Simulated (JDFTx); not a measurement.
A run of JDFTx 1.7.0 (patched build):

File fluid.in:

```
include H2CO.lattice
coords-type Lattice
include H2CO.ionpos

ion-species pseudo/C.upf
ion-species pseudo/O.upf
ion-species pseudo/H.upf
elec-cutoff 42
elec-ex-corr gga-PBE
kpoint-folding 1 1 1
elec-n-bands 6
electronic-minimize nIterations 100 energyDiffThreshold 1e-06
fluid LinearPCM
pcm-variant SoftSphere
fluid-solvent H2O
fluid-minimize nIterations 200 knormThreshold 1e-10
initial-state vacuum.$VAR
core-overlap-check none
forces-output-coords Cartesian

dump-name fluid.$VAR
dump End Ecomponents EigStats BandEigs Kpoints Forces
```

H2CO.lattice

```
lattice \
   20.7869873709     0.0000000000     0.0000000000 \
    0.0000000000    20.7869873709     0.0000000000 \
    0.0000000000     0.0000000000    20.7869873709
```

H2CO.ionpos

```
ion C      0.4942363600     0.5263545500     0.5023000000 1
ion O      0.5574000000     0.5760454500     0.5754454500 1
ion H      0.4449636400     0.5774363600     0.4307363600 1
ion H      0.4813727300     0.4263818200     0.5019181800 1
```

Potentials or basis: PseudoDojo-SR-PBE-0.5-standard with smoothed tails.

Launch:

```bash
$ jdftx -c 1 -i fluid.in -o fluid.out
```

Hardware: 1 thread of Arm Neoverse V2, with other jobs on the host.

**Question.** How long does it take, and how much memory?

**Answer.** It took 2.2 min on 1 thread of Arm Neoverse V2, on a shared host, peak memory 0.62 GiB. Counts: scf iterations 21, bands 6, plane waves 116681.
